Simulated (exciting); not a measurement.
# NbW (P-6m2) in exciting: runs at scaled volumes

Single points of NbW at other volumes, in PBEsol.

All numbers are computed with exciting (release sodium); they aren't measurements. Logs are shortened: lines on timing, memory, paths and dates and some standing lists are left out, and cuts for length are marked.

## (1) The crystal as given

It takes space group P-6m2 (No. 187, hexagonal). The conventional cell has a = 2.801 Å, b = 2.801 Å, c = 3.993 Å, α = 90.00°, β = 90.00°, γ = 120.00°. Nb (site symmetry -6m2) has 6 W at 2.57 Å and 6 Nb at 2.80 Å as nearest neighbours. Around W (site symmetry -6m2) lie 6 Nb at 2.57 Å and 6 W at 2.80 Å.

The cell was built by a generator and needn't be a form met in nature.

## (2) Equation of state, PBEsol, 13.02 Å³/atom (volume scaled by 0.96)

Contents of input.xml:

```xml
<input>
  <title>NbW</title>
  <structure speciespath="./" tshift="false">
    <crystal scale="1">
      <basevect>5.220933530916 0.000000000000 0.000000000000</basevect>
      <basevect>-2.610466756198 4.521461058796 0.000000000000</basevect>
      <basevect>0.000000000000 0.000000000000 7.444218777634</basevect>
    </crystal>
    <species speciesfile="Nb.xml" rmt="2.3">
      <atom coord="0.333333330000 0.666666670000 0.000000000000"/>
    </species>
    <species speciesfile="W.xml" rmt="2.3">
      <atom coord="0.666666670000 0.333333330000 0.500000000000"/>
    </species>
  </structure>
  <groundstate do="fromscratch" ngridk="11 11 7" rgkmax="9" gmaxvr="14" lmaxapw="10" lmaxmat="10" lmaxvr="8" xctype="GGA_PBE_SOL" stype="Fermi Dirac" swidth="0.00183747" nempty="18" ValenceRelativity="iora*" epsengy="1e-05" epspot="1e-05" maxscl="60" outputlevel="normal"/>
</input>
```

Potentials or basis: all-electron LAPW+lo, shipped species files, valence relativity iora*.

Launch:

```sh
$ OMP_NUM_THREADS=1 exciting_smp
```

INFO.OUT:

```text
================================================================================
EXCITING SODIUM started
[... 10 lines left out ...]

 Lattice vectors (cartesian) :
      5.2209335309      0.0000000000      0.0000000000
     -2.6104667562      4.5214610588      0.0000000000
      0.0000000000      0.0000000000      7.4442187776

 Reciprocal lattice vectors (cartesian) :
      1.2034601226      0.6948180249     -0.0000000000
      0.0000000000      1.3896360547      0.0000000000
      0.0000000000     -0.0000000000      0.8440355523

 Unit cell volume                           :     175.7300720301
 Brillouin zone volume                      :       1.4115410674

 Species :    1 (Nb)
     parameters loaded from                 :    Nb.xml
     name                                   :    niobium
     nuclear charge                         :     -41.00000000
     electronic charge                      :      41.00000000
     atomic mass                            :  169357.97030000
     muffin-tin radius                      :       2.30000000
     # of radial points in muffin-tin       :     400

     atomic positions (lattice) :
       1 :   0.33333333  0.66666667  0.00000000

 Species :    2 (W)
     parameters loaded from                 :    W.xml
     name                                   :    tungsten
     nuclear charge                         :     -74.00000000
     electronic charge                      :      74.00000000
     atomic mass                            :  335119.81910000
     muffin-tin radius                      :       2.30000000
     # of radial points in muffin-tin       :     450

     atomic positions (lattice) :
       1 :   0.66666667  0.33333333  0.50000000

 Total number of atoms per unit cell        :       2

 Spin treatment                             :    spin-unpolarised

 Number of Bravais lattice symmetries       :      24
 Number of crystal symmetries               :      12

 k-point grid                               :      11   11    7
 Total number of k-points                   :     104
 k-point set is reduced with crystal symmetries

 R^MT_min * |G+k|_max (rgkmax)              :       9.00000000
 Species with R^MT_min                      :       1 (Nb)
 Maximum |G+k| for APW functions            :       3.91304348
 Maximum |G| for potential and density      :      14.00000000

 G-vector grid sizes                        :      24    24    36
 Total number of G-vectors                  :    8151

 Maximum angular momentum used for
     APW functions                          :      10
     computing H and O matrix elements      :      10
     potential and density                  :       8
     inner part of muffin-tin               :       2

 Total nuclear charge                       :    -115.00000000
 Total electronic charge                    :     115.00000000
 Total core charge                          :      74.00000000
 Total valence charge                       :      41.00000000

 Number of empty states                     :      18
 Total number of valence states             :      39

 Maximum Hamiltonian size                   :     230
 Maximum number of plane-waves              :     190
 Total number of local-orbitals             :      40

 Exchange-correlation type                  :      22
     PBEsol, Phys. Rev. Lett. 100, 136406 (2008)
     Generalised gradient approximation (GGA)

[... 20 lines left out ...]
+ SCF iteration number :    1                                                  +
++++++++++++++++++++++++++++++++++++++++++++++++++++++++++++++++++++++++++++++++
 Total energy                               :    -19969.87059069
 _______________________________________________________________
 Fermi energy                               :         0.68304594
 Kinetic energy                             :     22163.63313476
 Coulomb energy                             :    -41695.78863963
 Exchange energy                            :      -430.21228279
 Correlation energy                         :        -7.50280302

 DOS at Fermi energy (states/Ha/cell)       :        41.13816769

 Electron charges :
     core                                   :        74.00000000
     core leakage                           :         0.00001572
     valence                                :        41.00000000
     interstitial                           :         4.21044685
     charge in muffin-tin spheres :
                  atom     1    Nb          :        38.62191132
                  atom     2     W          :        72.16764183
     total charge in muffin-tins            :       110.78955315
     total charge                           :       115.00000000
[... 378 lines left out ...]
 Electron charges :
     core                                   :        74.00000000
     core leakage                           :         0.00001495
     valence                                :        41.00000000
     interstitial                           :         4.11235702
     charge in muffin-tin spheres :
                  atom     1    Nb          :        39.04953770
                  atom     2     W          :        71.83810528
     total charge in muffin-tins            :       110.88764298
     total charge                           :       115.00000000

 RMS change in effective potential (target) :  0.100895E-08  ( 0.100000E-04)
 Absolute change in total energy   (target) :  0.232521E-06  ( 0.100000E-04)
 Charge distance                   (target) :  0.355951E-09  ( 0.100000E-04)

++++++++++++++++++++++++++++++++++++++++++++++++++++++++++++++++++++++++++++++++
| Convergency criteria checked for the last 2 iterations                       +
| Convergence targets achieved. Performing final SCF iteration                 +
++++++++++++++++++++++++++++++++++++++++++++++++++++++++++++++++++++++++++++++++
 Total energy                               :    -19979.67569767
 _______________________________________________________________
 Fermi energy                               :         0.67755006
 Kinetic energy                             :     22160.19708981
 Coulomb energy                             :    -41701.86318068
 Exchange energy                            :      -430.50584792
 Correlation energy                         :        -7.50375887

 DOS at Fermi energy (states/Ha/cell)       :        36.51428433

 Electron charges :
     core                                   :        74.00000000
     core leakage                           :         0.00001495
     valence                                :        41.00000000
     interstitial                           :         4.11235702
     charge in muffin-tin spheres :
                  atom     1    Nb          :        39.04953770
                  atom     2     W          :        71.83810528
     total charge in muffin-tins            :       110.88764298
     total charge                           :       115.00000000

++++++++++++++++++++++++++++++++++++++++++++++++++++++++++++++++++++++++++++++++
[... 9 lines left out ...]
| EXCITING SODIUM stopped                                                      =
================================================================================
```

It took 2.2 min on 1 thread of Arm Neoverse V1, shared host; peak memory 0.13 GiB.

Results:

| Quantity | Value |
| --- | --- |
| Free energy | -543674.6834 eV |
| Band gap on the k mesh | none (metal or under the smearing width) |
| All electrons inside the program's atomic spheres | Nb 39.05; W 71.84 (radii Nb 2.3, W 2.3 bohr) |

Caveat: the log's total energy holds no entropy term; the free energy is that total less TS from the occupations.

## (3) Equation of state, PBEsol, 13.29 Å³/atom (volume scaled by 0.98)

input.xml: that of step 2 with these lines changed.

```diff
@@ -4,5 +4,5 @@
     <crystal scale="1">
-      <basevect>5.220933530916 0.000000000000 0.000000000000</basevect>
-      <basevect>-2.610466756198 4.521461058796 0.000000000000</basevect>
-      <basevect>0.000000000000 0.000000000000 7.444218777634</basevect>
+      <basevect>5.256941106842 0.000000000000 0.000000000000</basevect>
+      <basevect>-2.628470544161 4.552644534312 0.000000000000</basevect>
+      <basevect>0.000000000000 0.000000000000 7.495559839834</basevect>
     </crystal>
```

Potentials or basis: all-electron LAPW+lo, shipped species files, valence relativity iora*.

Launch:

```sh
$ OMP_NUM_THREADS=1 exciting_smp
```

It took 2.1 min on 1 thread of Arm Neoverse V1, shared host; peak memory 0.13 GiB.

Results (log left out):

| Property | Result |
| --- | --- |
| Free energy | -543674.9946 eV |
| Band gap on the k mesh | none (metal or under the smearing width) |
| All electrons inside the program's atomic spheres | Nb 39.00; W 71.79 (radii Nb 2.3, W 2.3 bohr) |

Caveat: the log's total energy holds no entropy term; the free energy is that total less TS from the occupations.

## (4) Equation of state, PBEsol, 13.56 Å³/atom

input.xml: that of step 3 with these lines changed.

```diff
@@ -4,5 +4,5 @@
     <crystal scale="1">
-      <basevect>5.256941106842 0.000000000000 0.000000000000</basevect>
-      <basevect>-2.628470544161 4.552644534312 0.000000000000</basevect>
-      <basevect>0.000000000000 0.000000000000 7.495559839834</basevect>
+      <basevect>5.292462056748 0.000000000000 0.000000000000</basevect>
+      <basevect>-2.646231018926 4.583406579171 0.000000000000</basevect>
+      <basevect>0.000000000000 0.000000000000 7.546207050726</basevect>
     </crystal>
```

Launch:

```sh
$ OMP_NUM_THREADS=1 exciting_smp
```

It took 2.1 min on 1 thread of Arm Neoverse V1, shared host; peak memory 0.13 GiB.

The run converged. Its results:

* Free energy: -543675.2700 eV
* Band gap on the k mesh: none (metal or under the smearing width)
* All electrons inside the program's atomic spheres: Nb 38.95; W 71.74 (radii Nb 2.3, W 2.3 bohr)

Caveat: the log's total energy holds no entropy term; the free energy is that total less TS from the occupations.

## (5) Equation of state, PBEsol, 13.83 Å³/atom (volume scaled by 1.02)

input.xml: that of step 4 with these lines changed.

```diff
@@ -4,5 +4,5 @@
     <crystal scale="1">
-      <basevect>5.292462056748 0.000000000000 0.000000000000</basevect>
-      <basevect>-2.646231018926 4.583406579171 0.000000000000</basevect>
-      <basevect>0.000000000000 0.000000000000 7.546207050726</basevect>
+      <basevect>5.327512495841 0.000000000000 0.000000000000</basevect>
+      <basevect>-2.663756238472 4.613761149755 0.000000000000</basevect>
+      <basevect>0.000000000000 0.000000000000 7.596183388247</basevect>
     </crystal>
```

Launch:

```sh
$ OMP_NUM_THREADS=1 exciting_smp
```

Wall time 2.4 min (1 thread of Arm Neoverse V1, shared host); peak memory 0.13 GiB.

It converged, with:

- Free energy: -543675.5124 eV
- Band gap on the k mesh: none (metal or under the smearing width)
- All electrons inside the program's atomic spheres: Nb 38.90; W 71.70 (radii Nb 2.3, W 2.3 bohr)

Caveat: the log's total energy holds no entropy term; the free energy is that total less TS from the occupations.

## (6) Equation of state, PBEsol, 14.11 Å³/atom (volume scaled by 1.04)

input.xml: that of step 5 with these lines changed.

```diff
@@ -4,5 +4,5 @@
     <crystal scale="1">
-      <basevect>5.327512495841 0.000000000000 0.000000000000</basevect>
-      <basevect>-2.663756238472 4.613761149755 0.000000000000</basevect>
-      <basevect>0.000000000000 0.000000000000 7.596183388247</basevect>
+      <basevect>5.362107702178 0.000000000000 0.000000000000</basevect>
+      <basevect>-2.681053841451 4.643721477172 0.000000000000</basevect>
+      <basevect>0.000000000000 0.000000000000 7.645510636590</basevect>
     </crystal>
```

Potentials or basis: all-electron LAPW+lo, shipped species files, valence relativity iora*.

Launch:

```sh
$ OMP_NUM_THREADS=1 exciting_smp
```

It took 2.3 min on 1 thread of Arm Neoverse V1, shared host; peak memory 0.13 GiB.

Results (log left out):

```
Free energy                                       : -543675.7241 eV
Band gap on the k mesh                            : none (metal or under the smearing width)
All electrons inside the program's atomic spheres : Nb 38.86; W 71.65 (radii Nb 2.3, W 2.3 bohr)
```

Caveat: the log's total energy holds no entropy term; the free energy is that total less TS from the occupations.

## (7) Equation of state, PBEsol, 14.38 Å³/atom (volume scaled by 1.06)

input.xml: that of step 6 with these lines changed.

```diff
@@ -4,5 +4,5 @@
     <crystal scale="1">
-      <basevect>5.362107702178 0.000000000000 0.000000000000</basevect>
-      <basevect>-2.681053841451 4.643721477172 0.000000000000</basevect>
-      <basevect>0.000000000000 0.000000000000 7.645510636590</basevect>
+      <basevect>5.396262175250 0.000000000000 0.000000000000</basevect>
+      <basevect>-2.698131077987 4.673300118461 0.000000000000</basevect>
+      <basevect>0.000000000000 0.000000000000 7.694209469550</basevect>
     </crystal>
```

Launch:

```sh
$ OMP_NUM_THREADS=1 exciting_smp
```

It took 2.3 min on 1 thread of Arm Neoverse V1, shared host; peak memory 0.13 GiB.

It converged, with:

```yaml
Free_energy: -543675.9076 eV
Band_gap_on_the_k_mesh: none (metal or under the smearing width)
All_electrons_inside_the_program's_atomic_spheres: Nb 38.82; W 71.61 (radii Nb 2.3, W 2.3 bohr)
```

Caveat: the log's total energy holds no entropy term; the free energy is that total less TS from the occupations.
